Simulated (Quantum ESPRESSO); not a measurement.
# Cu (Fm-3m) in Quantum ESPRESSO: phonons and electron-phonon coupling with PBEsol, part 2 of 2

Quantum ESPRESSO 7.5. Earlier steps stand in the parts before.

## (2) Phonons and electron-phonon coupling, PBEsol

pw.in

```
&CONTROL
  calculation = 'scf'
  prefix = 'pwscf'
  outdir = './tmp'
  pseudo_dir = './pseudo'
  tprnfor = .true.
  tstress = .true.
  disk_io = 'low'
/
&SYSTEM
  ibrav = 0
  nat = 3
  ntyp = 1
  ecutwfc = 56
  ecutrho = 448
  nbnd = 39
  occupations = 'smearing'
  smearing = 'mp'
  degauss = 0.01999163
/
&ELECTRONS
  conv_thr = 6d-10
  electron_maxstep = 120
  mixing_beta = 0.5
/
ATOMIC_SPECIES
Cu    63.5460 cu_pbesol_v1.2.uspp.F.UPF
CELL_PARAMETERS angstrom
   0.0000000000    2.7805500000    2.7805500000
   2.7805500000    0.0000000000    2.7805500000
   2.7805500000    2.7805500000    0.0000000000
ATOMIC_POSITIONS crystal
Cu     0.2500000000    0.2500000000    0.2500000000
Cu     0.7500000000    0.7500000000    0.7500000000
Cu     0.5000000000    0.5000000000    0.5000000000
K_POINTS automatic
4 4 4 0 0 0
```

relax.in

```
&CONTROL
  calculation = 'vc-relax'
  prefix = 'pwscf'
  outdir = './tmp'
  pseudo_dir = './pseudo'
  tprnfor = .true.
  tstress = .true.
  disk_io = 'low'
  nstep = 40
  forc_conv_thr = 0.0001
  etot_conv_thr = 1d-06
/
&SYSTEM
  ibrav = 0
  nat = 3
  ntyp = 1
  ecutwfc = 56
  ecutrho = 448
  nbnd = 39
  occupations = 'smearing'
  smearing = 'mp'
  degauss = 0.01999163
/
&ELECTRONS
  conv_thr = 6d-10
  electron_maxstep = 120
  mixing_beta = 0.5
/
&IONS
  ion_dynamics = 'bfgs'
/
&CELL
  cell_dynamics = 'bfgs'
  press = 0
  press_conv_thr = 0.2
/
ATOMIC_SPECIES
Cu    63.5460 cu_pbesol_v1.2.uspp.F.UPF
CELL_PARAMETERS angstrom
   0.0000000000    2.7805500000    2.7805500000
   2.7805500000    0.0000000000    2.7805500000
   2.7805500000    2.7805500000    0.0000000000
ATOMIC_POSITIONS crystal
Cu     0.2500000000    0.2500000000    0.2500000000
Cu     0.7500000000    0.7500000000    0.7500000000
Cu     0.5000000000    0.5000000000    0.5000000000
K_POINTS automatic
4 4 4 0 0 0
```

scf2.in

```
&CONTROL
  calculation = 'scf'
  prefix = 'pwscf'
  outdir = './tmp'
  pseudo_dir = './pseudo'
  tprnfor = .true.
  tstress = .true.
  disk_io = 'low'
/
&SYSTEM
  ibrav = 0
  nat = 3
  ntyp = 1
  ecutwfc = 56
  ecutrho = 448
  nbnd = 39
  occupations = 'smearing'
  smearing = 'mp'
  degauss = 0.01999163
/
&ELECTRONS
  conv_thr = 1d-13
  electron_maxstep = 120
  mixing_beta = 0.5
  startingpot = 'file'
  startingwfc = 'file'
/
ATOMIC_SPECIES
Cu    63.5460 cu_pbesol_v1.2.uspp.F.UPF
CELL_PARAMETERS angstrom
   0.0000000000    2.7302070611    2.7302070611
   2.7302070611    0.0000000000    2.7302070611
   2.7302070611    2.7302070611    0.0000000000
ATOMIC_POSITIONS crystal
Cu     0.2500000000    0.2500000000    0.2500000000
Cu     0.7500000000    0.7500000000    0.7500000000
Cu     0.5000000000    0.5000000000    0.5000000000
K_POINTS automatic
4 4 4 0 0 0
```

dense.in

```
&CONTROL
  calculation = 'scf'
  prefix = 'pwscf'
  outdir = './tmp'
  pseudo_dir = './pseudo'
  tprnfor = .true.
  tstress = .true.
  disk_io = 'low'
/
&SYSTEM
  ibrav = 0
  nat = 3
  ntyp = 1
  ecutwfc = 56
  ecutrho = 448
  nbnd = 39
  occupations = 'smearing'
  smearing = 'mp'
  degauss = 0.01999163
  la2F = .true.
/
&ELECTRONS
  conv_thr = 1d-12
  electron_maxstep = 120
  mixing_beta = 0.5
  startingpot = 'file'
/
ATOMIC_SPECIES
Cu    63.5460 cu_pbesol_v1.2.uspp.F.UPF
CELL_PARAMETERS angstrom
   0.0000000000    2.7302070611    2.7302070611
   2.7302070611    0.0000000000    2.7302070611
   2.7302070611    2.7302070611    0.0000000000
ATOMIC_POSITIONS crystal
Cu     0.2500000000    0.2500000000    0.2500000000
Cu     0.7500000000    0.7500000000    0.7500000000
Cu     0.5000000000    0.5000000000    0.5000000000
K_POINTS automatic
12 12 12 0 0 0
```

scf3.in

```
&CONTROL
  calculation = 'scf'
  prefix = 'pwscf'
  outdir = './tmp'
  pseudo_dir = './pseudo'
  tprnfor = .true.
  tstress = .true.
  disk_io = 'low'
/
&SYSTEM
  ibrav = 0
  nat = 3
  ntyp = 1
  ecutwfc = 56
  ecutrho = 448
  nbnd = 39
  occupations = 'smearing'
  smearing = 'mp'
  degauss = 0.01999163
/
&ELECTRONS
  conv_thr = 1d-12
  electron_maxstep = 120
  mixing_beta = 0.5
  startingpot = 'file'
/
ATOMIC_SPECIES
Cu    63.5460 cu_pbesol_v1.2.uspp.F.UPF
CELL_PARAMETERS angstrom
   0.0000000000    2.7302070611    2.7302070611
   2.7302070611    0.0000000000    2.7302070611
   2.7302070611    2.7302070611    0.0000000000
ATOMIC_POSITIONS crystal
Cu     0.2500000000    0.2500000000    0.2500000000
Cu     0.7500000000    0.7500000000    0.7500000000
Cu     0.5000000000    0.5000000000    0.5000000000
K_POINTS automatic
4 4 4 0 0 0
```

ph.in

```
phonon_bands of Cu
&INPUTPH
  prefix = 'pwscf'
  outdir = './tmp'
  tr2_ph = 1d-18
  fildyn = 'dyn'
  niter_ph = 90
  alpha_mix(1) = 0.4
  ldisp = .true.
  nq1 = 2
  nq2 = 2
  nq3 = 2
  electron_phonon = 'interpolated'
  el_ph_sigma = 0.005
  el_ph_nsigma = 10
  fildvscf = 'dvscf'
/
```

q2r.in

```
&INPUT
  fildyn = 'dyn'
  zasr = 'crystal'
  flfrc = 'fc'
  la2F = .true.
/
```

matdyn.in

```
&INPUT
  asr = 'crystal'
  flfrc = 'fc'
  flfrq = 'freq'
  q_in_cryst_coord = .true.
  flvec = ' '
/
80
 0.0000000000  0.0000000000  0.0000000000
 0.0454545455  0.0000000000  0.0454545455
 0.0909090909  0.0000000000  0.0909090909
 0.1363636364  0.0000000000  0.1363636364
 0.1818181818  0.0000000000  0.1818181818
 0.2272727273  0.0000000000  0.2272727273
 0.2727272727  0.0000000000  0.2727272727
 0.3181818182  0.0000000000  0.3181818182
 0.3636363636  0.0000000000  0.3636363636
 0.4090909091  0.0000000000  0.4090909091
 0.4545454545  0.0000000000  0.4545454545
 0.5000000000  0.0000000000  0.5000000000
 0.5000000000  0.0500000000  0.5500000000
 0.5000000000  0.1000000000  0.6000000000
 0.5000000000  0.1500000000  0.6500000000
 0.5000000000  0.2000000000  0.7000000000
 0.5000000000  0.2500000000  0.7500000000
 0.4687500000  0.2812500000  0.7500000000
 0.4375000000  0.3125000000  0.7500000000
 0.4062500000  0.3437500000  0.7500000000
 0.3750000000  0.3750000000  0.7500000000
 0.3461538462  0.3461538462  0.6923076923
 0.3173076923  0.3173076923  0.6346153846
 0.2884615385  0.2884615385  0.5769230769
 0.2596153846  0.2596153846  0.5192307692
 0.2307692308  0.2307692308  0.4615384615
 0.2019230769  0.2019230769  0.4038461538
 0.1730769231  0.1730769231  0.3461538462
 0.1442307692  0.1442307692  0.2884615385
 0.1153846154  0.1153846154  0.2307692308
 0.0865384615  0.0865384615  0.1730769231
 0.0576923077  0.0576923077  0.1153846154
 0.0288461538  0.0288461538  0.0576923077
 0.0000000000  0.0000000000  0.0000000000
 0.0454545455  0.0454545455  0.0454545455
 0.0909090909  0.0909090909  0.0909090909
 0.1363636364  0.1363636364  0.1363636364
 0.1818181818  0.1818181818  0.1818181818
 0.2272727273  0.2272727273  0.2272727273
 0.2727272727  0.2727272727  0.2727272727
 0.3181818182  0.3181818182  0.3181818182
 0.3636363636  0.3636363636  0.3636363636
 0.4090909091  0.4090909091  0.4090909091
 0.4545454545  0.4545454545  0.4545454545
 0.5000000000  0.5000000000  0.5000000000
 0.5178571429  0.4642857143  0.5178571429
 0.5357142857  0.4285714286  0.5357142857
 0.5535714286  0.3928571429  0.5535714286
 0.5714285714  0.3571428571  0.5714285714
 0.5892857143  0.3214285714  0.5892857143
 0.6071428571  0.2857142857  0.6071428571
 0.6250000000  0.2500000000  0.6250000000
 0.5937500000  0.2500000000  0.6562500000
 0.5625000000  0.2500000000  0.6875000000
 0.5312500000  0.2500000000  0.7187500000
 0.5000000000  0.2500000000  0.7500000000
 0.5000000000  0.2750000000  0.7250000000
 0.5000000000  0.3000000000  0.7000000000
 0.5000000000  0.3250000000  0.6750000000
 0.5000000000  0.3500000000  0.6500000000
 0.5000000000  0.3750000000  0.6250000000
 0.5000000000  0.4000000000  0.6000000000
 0.5000000000  0.4250000000  0.5750000000
 0.5000000000  0.4500000000  0.5500000000
 0.5000000000  0.4750000000  0.5250000000
 0.5000000000  0.5000000000  0.5000000000
 0.4861111111  0.4861111111  0.5277777778
 0.4722222222  0.4722222222  0.5555555556
 0.4583333333  0.4583333333  0.5833333333
 0.4444444444  0.4444444444  0.6111111111
 0.4305555556  0.4305555556  0.6388888889
 0.4166666667  0.4166666667  0.6666666667
 0.4027777778  0.4027777778  0.6944444444
 0.3888888889  0.3888888889  0.7222222222
 0.3750000000  0.3750000000  0.7500000000
 0.6250000000  0.2500000000  0.6250000000
 0.5937500000  0.1875000000  0.5937500000
 0.5625000000  0.1250000000  0.5625000000
 0.5312500000  0.0625000000  0.5312500000
 0.5000000000  0.0000000000  0.5000000000
```

matdyn_dos.in

```
&INPUT
  asr = 'crystal'
  flfrc = 'fc'
  dos = .true.
  fldos = 'phdos'
  nk1 = 8
  nk2 = 8
  nk3 = 8
  deltaE = 1
  flvec = ' '
  flfrq = ' '
/
```

matdyn_a2f.in

```
&INPUT
  asr = 'crystal'
  flfrc = 'fc'
  la2F = .true.
  dos = .true.
  fldos = 'dos2'
  nk1 = 6
  nk2 = 6
  nk3 = 6
  ndos = 60
  el_ph_nsigma = 10
  flfrq = 'dosfreq2'
  flvec = ' '
/
```

matdyn_mesh.in

```
&INPUT
  asr = 'crystal'
  flfrc = 'fc'
  flfrq = 'mesh'
  q_in_cryst_coord = .true.
  flvec = ' '
/
216
 0.08333333  0.08333333  0.08333333
 0.08333333  0.08333333  0.25000000
 0.08333333  0.08333333  0.41666667
[... 213 further points of the even 6 x 6 x 6 mesh, shifted by half a step ...]
```

Potentials or basis: GBRV 1.5 PBEsol.

Launch:

```console
> OMP_NUM_THREADS=1 mpirun -n 4 pw.x -nk 2 -in pw.in > pw.out
> OMP_NUM_THREADS=1 mpirun -n 4 pw.x -nk 2 -in relax.in > relax.out
> OMP_NUM_THREADS=1 mpirun -n 4 pw.x -nk 2 -in scf2.in > scf2.out
> OMP_NUM_THREADS=1 mpirun -n 4 pw.x -nk 4 -in dense.in > dense.out
> OMP_NUM_THREADS=1 mpirun -n 4 pw.x -nk 2 -in scf3.in > scf3.out
> OMP_NUM_THREADS=1 mpirun -n 4 ph.x -nk 2 -in ph.in > ph.out
> OMP_NUM_THREADS=1 mpirun -n 1 q2r.x -in q2r.in > q2r.out
> OMP_NUM_THREADS=1 mpirun -n 1 matdyn.x -in matdyn.in > matdyn.out
> OMP_NUM_THREADS=1 mpirun -n 1 matdyn.x -in matdyn_dos.in > matdyn_dos.out
> OMP_NUM_THREADS=1 mpirun -n 1 matdyn.x -in matdyn_a2f.in > matdyn_a2f.out
> OMP_NUM_THREADS=1 mpirun -n 1 matdyn.x -in matdyn_mesh.in > matdyn_mesh.out
```

pw.out:

```text
This program is part of the open-source Quantum ESPRESSO suite
     for quantum simulation of materials; please cite
[... 6 lines left out ...]
     using ibrav=0 with symmetry is DISCOURAGED, use correct ibrav instead

     K-points division:     npool     =       2
     Subspace diagonalization in iterative solution of the eigenvalue problem:
     a serial algorithm will be used

     --------------------
     sticks:   dense  smooth     PW     G-vecs:    dense   smooth      PW
     Min         855     423    126                23183     8179    1341
     Max         856     424    127                23184     8182    1344
     Sum        1711     847    253                46367    16361    2685

     Using Slab Decomposition

     bravais-lattice index     =            0
     lattice parameter (alat)  =       7.4310  a.u.
     unit-cell volume          =     290.1474 (a.u.)^3
     number of atoms/cell      =            3
     number of atomic types    =            1
     number of electrons       =        57.00
     number of Kohn-Sham states=           39
     kinetic-energy cutoff     =      56.0000  Ry
     charge density cutoff     =     448.0000  Ry
     scf convergence threshold =      6.0E-10
     mixing beta               =       0.5000
     number of iterations used =            8  plain     mixing
     Exchange-correlation= SLA  PW   PSX  PSC
                           (   1   4  10   8   0   0   0)

     celldm(1)=   7.430954  celldm(2)=   0.000000  celldm(3)=   0.000000
     celldm(4)=   0.000000  celldm(5)=   0.000000  celldm(6)=   0.000000

     crystal axes: (cart. coord. in units of alat)
               a(1) = (   0.000000   0.707107   0.707107 )
               a(2) = (   0.707107   0.000000   0.707107 )
               a(3) = (   0.707107   0.707107   0.000000 )

     reciprocal axes: (cart. coord. in units 2 pi/alat)
               b(1) = ( -0.707107  0.707107  0.707107 )
               b(2) = (  0.707107 -0.707107  0.707107 )
               b(3) = (  0.707107  0.707107 -0.707107 )

     PseudoPot. # 1 for Cu read from file:
     cu_pbesol_v1.2.uspp.F.UPF
     Pseudo is Ultrasoft + core correction, Zval = 19.0
     Generated by new atomic code, or converted to UPF format
     Using radial grid of  867 points,  6 beta functions with:
                l(1) =   0
                l(2) =   0
[... 181 lines left out ...]
    20.6744  20.6744  21.7920  22.4509  23.8768  23.8768  23.8768

          k = 0.1768 0.1768-0.1768 (  2048 PWs)   bands (ev):

   -99.9457 -99.7436 -99.7415 -57.4990 -57.4990 -57.4966 -57.2945 -57.2945
   -57.2908 -57.2810 -57.2745 -57.2745   4.9831   8.4485   8.4485   8.6262
     8.7453   8.7453   9.1007   9.1704   9.1704  10.1743  10.2112  10.2112
    10.4336  10.4336  10.7250  10.7250  14.1911  18.1074  18.1074  20.5887
    21.0079  21.0079  22.0389  24.2524  24.2524  24.7046  28.7844

          k =-0.3536-0.3536 0.3536 (  2036 PWs)   bands (ev):

   -99.9453 -99.7429 -99.7426 -57.5007 -57.5007 -57.4952 -57.2900 -57.2897
   -57.2897 -57.2835 -57.2777 -57.2777   6.8314   8.1064   8.6045   8.6045
     8.6905   8.8393   8.8393   9.3622   9.3622   9.8353   9.8353  10.0269
    10.4055  10.4055  10.7107  10.7107  11.3185  17.6344  17.6344  20.0415
    20.0415  20.5958  21.0563  28.0753  28.0753  28.9701  29.6094

          k = 0.3536 0.0000 0.0000 (  2045 PWs)   bands (ev):

   -99.9456 -99.7437 -99.7416 -57.5011 -57.5011 -57.4934 -57.2930 -57.2930
   -57.2881 -57.2868 -57.2740 -57.2740   5.2810   8.3111   8.4877   8.5772
     8.7044   8.7340   8.7340   9.5529   9.5529  10.1702  10.1802  10.3681
    10.3681  10.5370  10.6358  10.6437  15.5968  15.5968  16.3739  17.6437
    19.7016  24.6476  24.6476  26.5377  26.7684  26.7684  27.4265

          k =-0.1768-0.5303 0.5303 (  2057 PWs)   bands (ev):

   -99.9451 -99.7433 -99.7424 -57.5028 -57.5012 -57.4938 -57.2968 -57.2873
   -57.2871 -57.2810 -57.2782 -57.2768   7.0106   8.0517   8.3453   8.6043
     8.6499   9.0177   9.0320   9.6537   9.6897   9.7438  10.0015  10.2263
    10.3483  10.6488  10.7154  10.7323  11.7401  14.0756  15.0753  18.3624
    22.0392  23.7841  24.2236  26.4402  28.4008  28.8970  30.7427

          k = 0.0000-0.3536 0.3536 (  2065 PWs)   bands (ev):

   -99.9453 -99.7433 -99.7423 -57.5007 -57.4988 -57.4975 -57.2927 -57.2894
   -57.2889 -57.2837 -57.2785 -57.2748   6.3322   8.4062   8.5194   8.5698
     8.6651   8.7686   9.3000   9.3188   9.4711   9.8662   9.9503  10.0521
    10.3976  10.4275  10.6134  10.8129  13.2304  13.3084  16.9932  19.3237
    22.1997  23.4706  23.6712  23.9412  26.4986  27.8905  29.4409

          k =-0.7071 0.0000 0.0000 (  2044 PWs)   bands (ev):

   -99.9450 -99.7436 -99.7423 -57.5049 -57.5049 -57.4890 -57.3019 -57.2839
   -57.2839 -57.2795 -57.2795 -57.2779   7.7441   7.9625   7.9737   8.3985
     8.7611   8.7611   9.1272   9.6737   9.7850   9.7850  10.3037  10.3206
    10.6242  10.8213  10.8213  11.2848  11.6996  13.3902  13.3902  17.1061
    18.8616  28.5431  28.5431  30.0833  30.0833  30.1960  30.7486

          k =-0.7071 0.3536 0.0000 (  2048 PWs)   bands (ev):

   -99.9450 -99.7429 -99.7429 -57.5049 -57.4968 -57.4968 -57.3010 -57.2847
   -57.2818 -57.2818 -57.2788 -57.2787   7.9723   7.9723   8.0538   8.3875
     8.8104   9.2928   9.2928   9.4246   9.6110   9.6110  10.0927  10.1266
    10.5746  10.5746  10.9483  11.6424  12.1423  12.1423  12.2749  21.7129
    21.7129  22.2929  23.2182  29.7488  29.9708  30.9516  30.9516

     the Fermi energy is    11.9726 ev

!    total energy              =   -1210.43452103 Ry
     estimated scf accuracy    <          4.9E-10 Ry
     smearing contrib. (-TS)   =       0.00088728 Ry
     internal energy E=F+TS    =   -1210.43540831 Ry

     The total energy is F=E-TS. E is the sum of the following terms:
     one-electron contribution =    -928.58614862 Ry
     hartree contribution      =     490.75055486 Ry
     xc contribution           =    -115.04749996 Ry
     ewald contribution        =    -657.55231458 Ry

     convergence has been achieved in  19 iterations

     Forces acting on atoms (cartesian axes, Ry/au):

     atom    1 type  1   force =     0.00000000    0.00000000    0.00000000
     atom    2 type  1   force =     0.00000000    0.00000000    0.00000000
     atom    3 type  1   force =     0.00000000    0.00000000    0.00000000

     Total force =     0.000000     Total SCF correction =     0.000000

     Computing stress (Cartesian axis) and pressure

          total   stress  (Ry/bohr**3)                   (kbar)     P=      -59.25
  -0.00040275   0.00000000   0.00000000          -59.25        0.00        0.00
   0.00000000  -0.00040275   0.00000000            0.00      -59.25        0.00
   0.00000000   0.00000000  -0.00040275            0.00        0.00      -59.25

=------------------------------------------------------------------------------=
   JOB DONE.
=------------------------------------------------------------------------------=
```

Run time: 13 min. Hardware: 4 MPI ranks of Arm Neoverse V2, shared host; peak memory 0.48 GiB.

What came out:

- Free energy: -16468.8414 eV
- Relaxed volume: 13.57 Å³/atom
- Relaxed cell: a = 3.861 Å, b = 3.861 Å, c = 3.861 Å, α = 60.00°, β = 60.00°, γ = 60.00°
- Space group after relaxing (to 0.05 Å): Fm-3m (No. 225)
- Pressure after relaxing: -0.2 GPa
- Band gap on the k mesh: none (metal or under the smearing width)
- Highest phonon frequency: 270 cm⁻¹
- Zero-point energy: 0.030 eV/atom

Step by step:
```csv
step,energy change (eV),largest force (eV/Å),pressure (GPa),volume (Å³)
1,0.0000,0.0000,-5.92,43.00
2,-0.0360,0.0000,-2.90,41.71
3,-0.0449,0.0000,0.48,40.55
4,-0.0452,0.0000,-0.02,40.71
5,-0.0452,0.0000,0.01,40.70
```

Final structure:
```yaml
crystal:
  lattice:
    - [0.00000, 2.73021, 2.73021]
    - [2.73021, 0.00000, 2.73021]
    - [2.73021, 2.73021, 0.00000]
  atoms:
    - { symbol: Cu, position: [0.25000, 0.25000, 0.25000] }
    - { symbol: Cu, position: [0.75000, 0.75000, 0.75000] }
    - { symbol: Cu, position: [0.50000, 0.50000, 0.50000] }
```

Phonon frequencies in cm⁻¹ (negative: imaginary):
| q point | frequencies |
| --- | --- |
| (0.000, 0.000, 0.000) | 0 0 0 163 163 163 250 250 250 |
| (0.318, 0.000, 0.318) | 20 20 138 154 155 155 234 264 264 |
| (0.500, 0.150, 0.650) | 29 60 125 150 151 174 234 262 270 |
| (0.346, 0.346, 0.692) | 33 79 104 151 154 170 243 261 266 |
| (0.144, 0.144, 0.288) | 28 29 84 158 160 161 250 255 256 |
| (0.091, 0.091, 0.091) | 11 11 36 161 162 162 250 251 251 |
| (0.409, 0.409, 0.409) | 29 29 111 162 162 162 247 260 260 |
| (0.589, 0.321, 0.589) | 33 75 105 153 155 169 245 261 265 |
| (0.500, 0.275, 0.725) | 33 93 95 150 152 172 250 250 270 |
| (0.500, 0.450, 0.550) | 30 40 111 160 161 165 248 260 262 |
| (0.431, 0.431, 0.639) | 33 67 105 155 157 167 248 259 264 |
| (0.562, 0.125, 0.562) | 22 39 140 150 152 175 223 267 268 |

Phonon frequencies at the corners of the path (cm⁻¹, interpolated; i marks imaginary ones):
| point | frequencies |
| --- | --- |
| Γ | 0 0 0 163 163 163 250 250 250 |
| X | 18 18 149 151 151 176 215 268 268 |
| W | 33 94 94 150 151 173 250 250 270 |
| K | 30 68 116 151 153 172 237 264 267 |
| L | 29 29 112 162 162 165 247 261 261 |
| U | 30 68 116 151 153 172 237 264 267 |

Phonon states per cell in windows of 20 cm⁻¹ (negative: imaginary):
| from (cm⁻¹) | total |
| --- | --- |
| 0 | 0.06 |
| 20 | 1.22 |
| 40 | 0.40 |
| 60 | 0.34 |
| 80 | 0.12 |
| 100 | 0.69 |
| 120 | 0.16 |
| 140 | 1.80 |
| 160 | 1.24 |
| 180 | 0.00 |
| 200 | 0.00 |
| 220 | 0.18 |
| 240 | 1.61 |
| 260 | 1.21 |

Harmonic thermodynamics per atom at this volume (zero-point energy 29.6 meV, Debye temperature from the second moment 332 K):
| T (K) | free energy (meV) | entropy (k_B) | heat capacity Cv (k_B) |
| --- | --- | --- | --- |
| 50 | 28.1 | 0.81 | 1.01 |
| 100 | 22.4 | 1.82 | 1.94 |
| 200 | -0.7 | 3.44 | 2.64 |
| 298.15 | -34.7 | 4.53 | 2.82 |
| 500 | -127.5 | 6.03 | 2.94 |
| 800 | -302.6 | 7.42 | 2.97 |

Electron-phonon coupling by broadening of the double delta (levels on a 12 × 12 × 12 mesh):
| broadening (eV) | λ | N(E_F) (states/eV a spin and cell) | ω_log (K) | Tc, μ* 0.10 (K) | Tc, μ* 0.13 (K) |
| --- | --- | --- | --- | --- | --- |
| 0.07 | 1.71 | 0.625 | 57 | 7.2 | 6.7 |
| 0.14 | 0.63 | 0.538 | 57 | 1.5 | 1.1 |
| 0.20 | 0.50 | 0.512 | 55 | 0.7 | 0.4 |
| 0.27 | 0.47 | 0.497 | 55 | 0.5 | 0.3 |
| 0.34 | 0.45 | 0.491 | 56 | 0.4 | 0.2 |
| 0.41 | 0.43 | 0.489 | 56 | 0.4 | 0.2 |
| 0.48 | 0.42 | 0.490 | 56 | 0.3 | 0.1 |
| 0.54 | 0.41 | 0.492 | 57 | 0.3 | 0.1 |
| 0.61 | 0.41 | 0.496 | 57 | 0.3 | 0.1 |
| 0.68 | 0.40 | 0.505 | 57 | 0.2 | 0.1 |

The same from a weighted sum over the computed q points, without interpolation:
| broadening (eV) | λ | ω_log (K) | Tc, μ* 0.10 (K) | Tc, μ* 0.13 (K) |
| --- | --- | --- | --- | --- |
| 0.07 | 0.33 | 274 | 0.3 | 0.1 |
| 0.14 | 0.18 | 177 | 0.0 | 0.0 |
| 0.20 | 0.21 | 103 | 0.0 | 0.0 |
| 0.27 | 0.26 | 82 | 0.0 | 0.0 |
| 0.34 | 0.29 | 74 | 0.0 | 0.0 |
| 0.41 | 0.31 | 70 | 0.0 | 0.0 |
| 0.48 | 0.32 | 68 | 0.1 | 0.0 |
| 0.54 | 0.32 | 67 | 0.1 | 0.0 |
| 0.61 | 0.33 | 66 | 0.1 | 0.0 |
| 0.68 | 0.32 | 66 | 0.1 | 0.0 |

Eliashberg function at a broadening of 0.27 eV:
```csv
cm⁻¹,α²F
7,0.001
21,0.093
34,0.129
48,0.041
62,0.025
75,0.014
89,0.008
103,0.040
117,0.020
130,0.007
144,0.000
158,0.261
172,0.066
185,0.000
199,0.000
213,0.000
226,0.004
240,0.039
254,0.026
268,0.147
```

Coupling and linewidth of each mode at the computed q points (broadening 0.27 eV):
```tsv
q	cm⁻¹	λ of the modes	linewidths (GHz)
(0.00, 0.00, -0.50)	29 29 112 162 162 165 247 261 261	0.17 0.16 0.01 0.01 0.01 0.01 0.01 0.01 0.01	1 1 0 1 1 2 3 3 3
(0.00, -0.50, -0.50)	18 18 149 151 151 176 215 268 268	0.00 0.00 0.00 0.01 0.01 0.03 0.01 0.02 0.02	1 1 0 1 1 5 4 6 7
```

Caveat: the k mesh is coarse (spacing up to 0.49 Å⁻¹), so the values aren't converged; the mesh is thin for the phonons of a metal; λ from interpolated matrix elements is rough: modes that symmetry makes equal can differ by tens of percent; the q mesh is small, so phonon branches between its points and thermal values are rough.
